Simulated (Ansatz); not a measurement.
# AsH− (doublet): from Hartree-Fock to the top rungs, aug-cc-pVTZ

The task here is to estimate one member of a computed series from the others.

The runs use Ansatz 0.2.0, Gaussian basis; aug-cc-pVTZ, core rule «outside noble gas», up to 14 orbitals frozen.

Plan: UHF; CCSD(T) on ROHF; CCSD(T) on UHF; BCCD(T) on ROHF; CCSDT(Q) on ROHF; CCSDT(Q) on UHF; CASSCF and MRCISD+Q, 7 electrons in 5 orbitals; CASSCF and NEVPT2, 7 electrons in 5 orbitals.

13 further runs of the same task are left out: 5 that didn't finish, 8 set aside as unsound or not needed. Runs told in other sessions of the task aren't counted.

## What is computed

The geometry is a PBE0/def2-TZVPD stationary point (not a proven minimum). No spin-orbit coupling is included. The filled d shell of As may be among the frozen orbitals whatever the setting's name suggests.

2 atoms, charge -1, spin multiplicity 2.

Atoms are counted from 1 here; the program's logs count them from 0.

Bond lengths: As1–H2 1.548 Å.

Geometry (Å):

```xyz
2
charge -1, multiplicity 2
As    0.00000    0.00000    0.00000
H     0.00000    0.00000    1.54780
```

The first run:

Input file in.yaml:

```yaml
crystal:
  periodic: [false, false, false]
  atoms:
    - {symbol: As, position_ang: [0.000000, 0.000000, 0.000000]}
    - {symbol: H, position_ang: [0.000000, 0.000000, 1.547800]}
basis:
  gaussian: {orbitals: aug-cc-pVTZ}
total_charge: -1
magnetization: {spin_polarized: true, initial_magnetization: 1}
hamiltonian: {xc: hf}
output: {orbitals: {seedname: orbitals}}
```

Started as:

```
$ ansatz run in.yaml --threads 1 --pin off --events-out ev --progress --plain --max-ram 2393MiB
```

Among the steps run: UHF; CCSD(T) on ROHF; CCSD(T) on UHF; BCCD(T) on ROHF; CCSDT(Q) on ROHF; CCSDT(Q) on UHF; CASSCF and MRCISD+Q, 7 electrons in 5 orbitals; CASSCF and NEVPT2, 7 electrons in 5 orbitals.

One of the session's tables, all rows but one given; the rest of the session is left out.

```
          method  from UCCSDT(Q) (meV)
            ROHF                     ?
             UHF               +4355.1
            RMP2                +759.0
            UMP2                +779.2
           RCCSD                +220.4
           UCCSD                +214.4
        RCCSD(T)                 +35.1
        UCCSD(T)                 +33.4
         BCCD(T)                 +35.1
          RCCSDT                 +11.3
          UCCSDT                  +8.5
       RCCSDT(Q)                  +2.7
       UCCSDT(Q)                     0
  CASSCF valence               +3993.8
  NEVPT2 valence               +1032.4
  MRCISD valence                +362.4
MRCISD+Q valence                 +55.5
```

Estimate the missing values for ROHF.

The run gave: from UCCSDT(Q) (meV): +4472.1. In the column «from UCCSDT(Q) (meV)» it is the highest.

Caveats from the session: Restricted and unrestricted rows rest on different reference determinants; a gap between their highest levels can come from leftover correlation error, from unlike frozen cores or from another state.
